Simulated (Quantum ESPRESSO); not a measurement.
# Rh in Quantum ESPRESSO: work function with PBE

Aim: the work function of Rh with PBE.

All numbers are computed with Quantum ESPRESSO 7.5; they aren't measurements. Logs are shortened: lines on timing, memory, paths and dates and some standing lists are left out, and cuts for length are marked.

### Step 1. The structure

The cell holds a sheet with vacuum, 1 atom: a = 2.430 Å, b = 2.430 Å, c = 23.800 Å, α = 90.00°, β = 90.00°, γ = 93.94°.

The cell was built by a generator and needn't be a form met in nature.

### Step 2. Work function, PBE

File pw.in:

```
&CONTROL
  calculation = 'scf'
  prefix = 'pwscf'
  outdir = './tmp'
  pseudo_dir = './pseudo'
  tprnfor = .true.
  disk_io = 'low'
/
&SYSTEM
  ibrav = 0
  celldm(1) = 8
  nat = 1
  ntyp = 1
  ecutwfc = 88
  nbnd = 15
  occupations = 'smearing'
  smearing = 'fd'
  degauss = 0.00367493
/
&ELECTRONS
  conv_thr = 1d-09
  electron_maxstep = 150
  mixing_beta = 0.3
  mixing_mode = 'local-TF'
/
ATOMIC_SPECIES
Rh   102.9055 Rh.upf
CELL_PARAMETERS alat
  0.5731846416485   0.0290781607427   0.0000000000000
 -0.0683490317701   0.5698374642503  -0.0000000000000
  0.0000000000000   0.0000000000000   5.6219352207617
ATOMIC_POSITIONS crystal
Rh     0.5000000000    0.5000000000    0.2941200000
K_POINTS automatic
11 11 1 0 0 0
```

File pp_density.in:

```
&INPUTPP
  prefix = 'pwscf'
  outdir = './tmp'
  filplot = 'density.dat'
  plot_num = 0
/
&PLOT
  nfile = 1
  filepp(1) = 'density.dat'
  iflag = 3
  output_format = 6
  fileout = 'density.cube'
/
```

File pp_potential.in:

```
&INPUTPP
  prefix = 'pwscf'
  outdir = './tmp'
  filplot = 'potential.dat'
  plot_num = 11
/
&PLOT
  nfile = 1
  filepp(1) = 'potential.dat'
  iflag = 3
  output_format = 6
  fileout = 'potential.cube'
/
```

File pp_elf.in:

```
&INPUTPP
  prefix = 'pwscf'
  outdir = './tmp'
  filplot = 'elf.dat'
  plot_num = 8
/
&PLOT
  nfile = 1
  filepp(1) = 'elf.dat'
  iflag = 3
  output_format = 6
  fileout = 'elf.cube'
/
```

Potentials or basis: PseudoDojo 0.4.1 SR PBE standard.

Run with:

```
$ OMP_NUM_THREADS=1 pw.x -in pw.in > pw.out
$ OMP_NUM_THREADS=1 pp.x -in pp_density.in > pp_density.out
$ OMP_NUM_THREADS=1 pp.x -in pp_potential.in > pp_potential.out
$ OMP_NUM_THREADS=1 pp.x -in pp_elf.in > pp_elf.out
```

pw.out:

```text
This program is part of the open-source Quantum ESPRESSO suite
     for quantum simulation of materials; please cite
[... 9 lines left out ...]
     --------------------
     sticks:   dense  smooth     PW     G-vecs:    dense   smooth      PW
     Sum         587     587    181               105539   105539   17515

     Using Slab Decomposition

     bravais-lattice index     =            0
     lattice parameter (alat)  =       8.0000  a.u.
     unit-cell volume          =     945.8799 (a.u.)^3
     number of atoms/cell      =            1
     number of atomic types    =            1
     number of electrons       =        17.00
     number of Kohn-Sham states=           15
     kinetic-energy cutoff     =      88.0000  Ry
     charge density cutoff     =     352.0000  Ry
     scf convergence threshold =      1.0E-09
     mixing beta               =       0.3000
     number of iterations used =            8  local-TF  mixing
     Exchange-correlation= PBE
                           (   1   4   3   4   0   0   0)

     celldm(1)=   8.000000  celldm(2)=   0.000000  celldm(3)=   0.000000
     celldm(4)=   0.000000  celldm(5)=   0.000000  celldm(6)=   0.000000

     crystal axes: (cart. coord. in units of alat)
               a(1) = (   0.573185   0.029078   0.000000 )
               a(2) = (  -0.068349   0.569837  -0.000000 )
               a(3) = (   0.000000   0.000000   5.621935 )

     reciprocal axes: (cart. coord. in units 2 pi/alat)
               b(1) = (  1.734087  0.207995 -0.000000 )
               b(2) = ( -0.088488  1.744273  0.000000 )
               b(3) = ( -0.000000  0.000000  0.177875 )

     PseudoPot. # 1 for Rh read from file:
     Rh.upf
     Pseudo is Norm-conserving + core correction, Zval = 17.0
     Generated using ONCVPSP code by D. R. Hamann
     Using radial grid of 1568 points,  6 beta functions with:
                l(1) =   0
                l(2) =   0
                l(3) =   1
                l(4) =   1
                l(5) =   2
                l(6) =   2

     atomic species   valence    mass     pseudopotential
     Rh               17.00   102.90550     Rh( 1.00)

      2 Sym. Ops. (no inversion) found

   Cartesian axes

     site n.     atom                  positions (alat units)
         1        Rh     tau(   1) = (   0.2524178   0.2994578   1.6535236  )

     number of k points=    61  Fermi-Dirac smearing, width (Ry)=  0.0037
                       cart. coord. in units 2pi/alat
        k(    1) = (   0.0000000   0.0000000   0.0000000), wk =   0.0165289
        k(    2) = (  -0.0080444   0.1585702   0.0000000), wk =   0.0330579
        k(    3) = (  -0.0160888   0.3171405   0.0000000), wk =   0.0330579
        k(    4) = (  -0.0241332   0.4757107   0.0000000), wk =   0.0330579
        k(    5) = (  -0.0321776   0.6342810   0.0000000), wk =   0.0330579
        k(    6) = (  -0.0402220   0.7928512   0.0000000), wk =   0.0330579
[... 53 lines left out ...]
        k(   60) = (   0.8043101  -0.2225975   0.0000000), wk =   0.0330579
        k(   61) = (   0.7962657  -0.0640272   0.0000000), wk =   0.0330579

     Dense  grid:   105539 G-vectors     FFT dimensions: (  27,  27, 270)

     Initial potential from superposition of free atoms

     starting charge      16.9994, renormalised to      17.0000

     negative rho (up, down):  2.652E-05 0.000E+00
     Starting wfcs are   10 randomized atomic wfcs +    5 random wfcs

     Self-consistent Calculation

     iteration #  1     ecut=    88.00 Ry     beta= 0.30
     Davidson diagonalization with overlap
     ethr =  1.00E-02,  avg # of iterations =  7.5

     Threshold (ethr) on eigenvalues was too large:
     Diagonalizing with lowered threshold

     Davidson diagonalization with overlap
     ethr =  2.63E-04,  avg # of iterations =  3.6

     negative rho (up, down):  8.644E-08 0.000E+00

     total energy              =    -234.44474495 Ry
     estimated scf accuracy    <       0.04796331 Ry

     iteration #  2     ecut=    88.00 Ry     beta= 0.30
     Davidson diagonalization with overlap
     ethr =  2.82E-04,  avg # of iterations =  1.0

     total energy              =    -234.43993775 Ry
     estimated scf accuracy    <       0.01690170 Ry

     iteration #  3     ecut=    88.00 Ry     beta= 0.30
     Davidson diagonalization with overlap
     ethr =  9.94E-05,  avg # of iterations =  3.1

     total energy              =    -234.44219998 Ry
     estimated scf accuracy    <       0.00117462 Ry

     iteration #  4     ecut=    88.00 Ry     beta= 0.30
     Davidson diagonalization with overlap
     ethr =  6.91E-06,  avg # of iterations =  7.4

     total energy              =    -234.44211505 Ry
     estimated scf accuracy    <       0.00047673 Ry

     iteration #  5     ecut=    88.00 Ry     beta= 0.30
     Davidson diagonalization with overlap
     ethr =  2.80E-06,  avg # of iterations =  4.2

     total energy              =    -234.44207209 Ry
     estimated scf accuracy    <       0.00017552 Ry

     iteration #  6     ecut=    88.00 Ry     beta= 0.30
     Davidson diagonalization with overlap
     ethr =  1.03E-06,  avg # of iterations =  4.5

     total energy              =    -234.44206567 Ry
     estimated scf accuracy    <       0.00008138 Ry

     iteration #  7     ecut=    88.00 Ry     beta= 0.30
     Davidson diagonalization with overlap
     ethr =  4.79E-07,  avg # of iterations =  2.8

     total energy              =    -234.44205564 Ry
     estimated scf accuracy    <       0.00005252 Ry

     iteration #  8     ecut=    88.00 Ry     beta= 0.30
     Davidson diagonalization with overlap
     ethr =  3.09E-07,  avg # of iterations =  6.1

     negative rho (up, down):  7.132E-04 0.000E+00

     total energy              =    -234.44206614 Ry
     estimated scf accuracy    <       0.00003193 Ry

     iteration #  9     ecut=    88.00 Ry     beta= 0.30
     Davidson diagonalization with overlap
     ethr =  1.88E-07,  avg # of iterations =  5.0

     negative rho (up, down):  4.641E-04 0.000E+00

     total energy              =    -234.44207319 Ry
     estimated scf accuracy    <       0.00001052 Ry

     iteration # 10     ecut=    88.00 Ry     beta= 0.30
     Davidson diagonalization with overlap
     ethr =  6.19E-08,  avg # of iterations =  4.9

     negative rho (up, down):  4.812E-04 0.000E+00

     total energy              =    -234.44207624 Ry
     estimated scf accuracy    <       0.00000726 Ry

     iteration # 11     ecut=    88.00 Ry     beta= 0.30
     Davidson diagonalization with overlap
     ethr =  4.27E-08,  avg # of iterations =  4.3

     negative rho (up, down):  1.778E-04 0.000E+00

     total energy              =    -234.44207613 Ry
     estimated scf accuracy    <       0.00000064 Ry

     iteration # 12     ecut=    88.00 Ry     beta= 0.30
     Davidson diagonalization with overlap
     ethr =  3.79E-09,  avg # of iterations =  5.7

     negative rho (up, down):  8.666E-05 0.000E+00

     total energy              =    -234.44207581 Ry
     estimated scf accuracy    <       0.00000035 Ry

     iteration # 13     ecut=    88.00 Ry     beta= 0.30
     Davidson diagonalization with overlap
     ethr =  2.04E-09,  avg # of iterations =  3.0

     negative rho (up, down):  4.924E-05 0.000E+00

     total energy              =    -234.44207583 Ry
     estimated scf accuracy    <       0.00000002 Ry

     iteration # 14     ecut=    88.00 Ry     beta= 0.30
     Davidson diagonalization with overlap
     ethr =  1.06E-10,  avg # of iterations =  3.1

     negative rho (up, down):  7.169E-07 0.000E+00

     total energy              =    -234.44207576 Ry
     estimated scf accuracy    <       0.00000002 Ry

     iteration # 15     ecut=    88.00 Ry     beta= 0.30
     Davidson diagonalization with overlap
     ethr =  9.37E-11,  avg # of iterations =  5.6

     End of self-consistent calculation

          k = 0.0000 0.0000 0.0000 ( 13129 PWs)   bands (ev):

   -81.1831 -48.7090 -48.6971 -48.6831  -8.3565  -8.1900  -4.8481  -2.5616
    -2.4314  -1.6008  -1.3970   2.5026   2.8809   2.9749   3.8086

          k =-0.0080 0.1586 0.0000 ( 13131 PWs)   bands (ev):

   -81.1727 -48.7756 -48.6998 -48.6829  -8.1932  -7.8449  -4.7348  -3.2428
    -2.4633  -1.8227  -0.7118   2.7061   3.1094   3.1830   4.0400

          k =-0.0161 0.3171 0.0000 ( 13163 PWs)   bands (ev):

   -81.1448 -49.0010 -48.6753 -48.6646  -7.9646  -6.6357  -4.4051  -4.3419
    -2.3925  -2.3759   0.3544   3.3157   3.7767   3.8085   4.7164

          k =-0.0241 0.4757 0.0000 ( 13163 PWs)   bands (ev):

   -81.1080 -49.2901 -48.6431 -48.6401  -7.6768  -5.3472  -4.8683  -3.8474
    -3.0177  -2.2948   1.6027   4.3252   4.8507   4.8572   5.8062

          k =-0.0322 0.6343 0.0000 ( 13199 PWs)   bands (ev):

   -81.0739 -49.5497 -48.6175 -48.6133  -7.4124  -6.0980  -3.7398  -3.4768
    -2.3660  -2.2026   3.0670   5.6927   6.3013   6.3330   7.2716

          k =-0.0402 0.7929 0.0000 ( 13202 PWs)   bands (ev):

   -81.0536 -49.7013 -48.6040 -48.5955  -7.2580  -6.4969  -3.8646  -3.2392
    -2.1468  -0.5803   4.5553   5.4616   7.6250   7.7897   8.2014

          k = 0.1576 0.0189 0.0000 ( 13131 PWs)   bands (ev):

   -81.1727 -48.7756 -48.6998 -48.6829  -8.1932  -7.8449  -4.7348  -3.2428
    -2.4633  -1.8227  -0.7118   2.7062   3.1094   3.1832   4.0400

          k = 0.1496 0.1775 0.0000 ( 13137 PWs)   bands (ev):

   -81.1621 -48.7760 -48.7638 -48.6905  -7.7870  -7.7382  -4.6103  -3.5371
    -2.7388  -1.9450  -0.1634   2.9379   3.3677   3.4202   4.3023

          k = 0.1416 0.3360 0.0000 ( 13146 PWs)   bands (ev):

   -81.1341 -48.9959 -48.7517 -48.6659  -7.5694  -6.5475  -4.3813  -4.2893
    -2.8385  -2.3982   0.8389   3.5771   4.0630   4.0750   5.0089

          k = 0.1335 0.4946 0.0000 ( 13143 PWs)   bands (ev):

   -81.0974 -49.2841 -48.7265 -48.6338  -7.3060  -5.3170  -4.8925  -3.9168
    -2.7531  -2.7057   2.0688   4.6182   5.1475   5.1707   6.1269

          k = 0.1255 0.6532 0.0000 ( 13181 PWs)   bands (ev):

   -81.0635 -49.5421 -48.7020 -48.6043  -7.0529  -6.0406  -4.1779  -3.5956
    -2.6319  -1.5855   3.5326   6.0204   6.6280   6.6739   7.5355

          k = 0.1174 0.8118 0.0000 ( 13190 PWs)   bands (ev):

   -81.0435 -49.6919 -48.6862 -48.5869  -6.8717  -6.4255  -4.4922  -3.1907
    -2.5387   0.2081   5.0223   5.5084   7.9610   7.9802   8.5548

          k = 0.1979-0.7739 0.0000 ( 13186 PWs)   bands (ev):

   -81.0437 -49.6903 -48.6842 -48.5872  -6.8220  -6.4171  -4.6507  -3.2003
    -2.5123   0.1323   4.8390   5.6744   7.7130   8.0084   8.2741

          k = 0.1898-0.6154 0.0000 ( 13206 PWs)   bands (ev):

   -81.0642 -49.5379 -48.6966 -48.6051  -6.9629  -6.0143  -4.5705  -3.5752
    -2.5645  -1.7157   3.2988   5.8164   6.4041   6.4442   7.3935

          k = 0.1818-0.4568 0.0000 ( 13183 PWs)   bands (ev):

   -81.0982 -49.2785 -48.7194 -48.6349  -7.2495  -5.2676  -5.0577  -4.0021
    -2.9946  -2.6788   1.8689   4.4529   4.9759   4.9936   5.9485

          k = 0.1737-0.2982 0.0000 ( 13165 PWs)   bands (ev):

   -81.1348 -48.9905 -48.7454 -48.6669  -7.5543  -6.6025  -4.3509  -4.2926
    -2.8107  -2.7237   0.6926   3.4667   3.9430   3.9609   4.8872

          k = 0.1657-0.1397 0.0000 ( 13122 PWs)   bands (ev):

   -81.1625 -48.7675 -48.7652 -48.6911  -7.8011  -7.7492  -4.6411  -3.3871
    -2.8148  -2.1425  -0.2444   2.8830   3.3068   3.3633   4.2405

          k = 0.3153 0.0378 0.0000 ( 13163 PWs)   bands (ev):

   -81.1448 -49.0010 -48.6753 -48.6646  -7.9646  -6.6357  -4.4051  -4.3419
    -2.3925  -2.3759   0.3544   3.3157   3.7767   3.8085   4.7164

          k = 0.3072 0.1964 0.0000 ( 13146 PWs)   bands (ev):

   -81.1341 -48.9959 -48.7517 -48.6659  -7.5694  -6.5475  -4.3813  -4.2893
    -2.8385  -2.3982   0.8389   3.5771   4.0630   4.0750   5.0089

          k = 0.2992 0.3550 0.0000 ( 13123 PWs)   bands (ev):
[... 161 lines left out ...]
   -81.0435 -49.6919 -48.6862 -48.5869  -6.8717  -6.4255  -4.4922  -3.1907
    -2.5387   0.2081   5.0223   5.5084   7.9610   7.9802   8.5548

          k = 0.7721 0.4117 0.0000 ( 13162 PWs)   bands (ev):

   -81.0164 -49.6653 -48.9016 -48.5640  -6.2179  -6.1559  -5.3181  -3.4115
    -2.9924   1.6988   5.7491   6.0645   8.4822   8.7362   9.3359

          k = 0.7641 0.5703 0.0000 ( 13203 PWs)   bands (ev):

   -80.9807 -49.6316 -49.1750 -48.5339  -7.1147  -5.9280  -4.3422  -3.9246
    -2.6062   3.2984   6.1138   7.4501   9.1711   9.9349  10.5399

          k = 0.7560 0.7288 0.0000 ( 13206 PWs)   bands (ev):

   -80.9479 -49.6108 -49.4093 -48.5063  -7.9890  -5.6603  -5.0479  -2.9042
    -1.4554   4.9171   6.4344   9.0789   9.8684  11.4906  12.0404

          k = 0.7480 0.8874 0.0000 ( 13224 PWs)   bands (ev):

   -80.9283 -49.6380 -49.5055 -48.4899  -8.4643  -5.6427  -5.2666  -2.6584
    -0.1368   6.0920   6.5698  10.0487  10.8320  11.4040  12.9633

          k = 0.8284-0.6983 0.0000 ( 13262 PWs)   bands (ev):

   -80.9285 -49.6389 -49.5028 -48.4900  -8.4837  -5.6845  -5.2078  -2.6657
    -0.0489   4.8320   7.8458   9.2623  11.5390  11.5946  12.6495

          k = 0.8204-0.5397 0.0000 ( 13249 PWs)   bands (ev):

   -80.9482 -49.6113 -49.4040 -48.5067  -8.0425  -5.7125  -4.9513  -2.9220
    -1.3367   3.5933   7.7900   7.9836  10.3479  11.0005  11.0228

          k = 0.8124-0.3812 0.0000 ( 13242 PWs)   bands (ev):

   -80.9812 -49.6298 -49.1703 -48.5345  -7.1805  -5.9344  -4.2784  -3.9330
    -2.5851   2.5127   6.7334   6.9699   9.0927   9.6786   9.6956

          k = 0.8043-0.2226 0.0000 ( 13189 PWs)   bands (ev):

   -81.0167 -49.6629 -48.8980 -48.5645  -6.2084  -6.0247  -5.5599  -3.3668
    -3.0004   1.3545   5.6514   6.1882   8.2056   8.6585   8.7682

          k = 0.7963-0.0640 0.0000 ( 13186 PWs)   bands (ev):

   -81.0437 -49.6903 -48.6842 -48.5872  -6.8220  -6.4171  -4.6507  -3.2003
    -2.5123   0.1323   4.8390   5.6744   7.7131   8.0084   8.2743

     the Fermi energy is    -2.7528 ev

!    total energy              =    -234.44207576 Ry
     estimated scf accuracy    <          2.7E-10 Ry
     smearing contrib. (-TS)   =      -0.00150261 Ry
     internal energy E=F+TS    =    -234.44057315 Ry

     The total energy is F=E-TS. E is the sum of the following terms:
     one-electron contribution =   -1190.46926661 Ry
     hartree contribution      =     592.39860954 Ry
     xc contribution           =     -37.74348467 Ry
     ewald contribution        =     401.37356859 Ry

     convergence has been achieved in  15 iterations

     Forces acting on atoms (cartesian axes, Ry/au):

     atom    1 type  1   force =     0.00000000    0.00000000    0.00000000

     Total force =     0.000000     Total SCF correction =     0.000000

=------------------------------------------------------------------------------=
   JOB DONE.
=------------------------------------------------------------------------------=
```

Run time: 5.4 min. Hardware: 1 thread of Arm Neoverse V1, shared host; peak memory 0.32 GiB.

What came out:

```
Free energy                     : -3189.7469 eV
Band gap on the k mesh          : none (metal or under the smearing width)
Work function of the upper face : 5.55 eV
Work function of the lower face : 5.55 eV
```
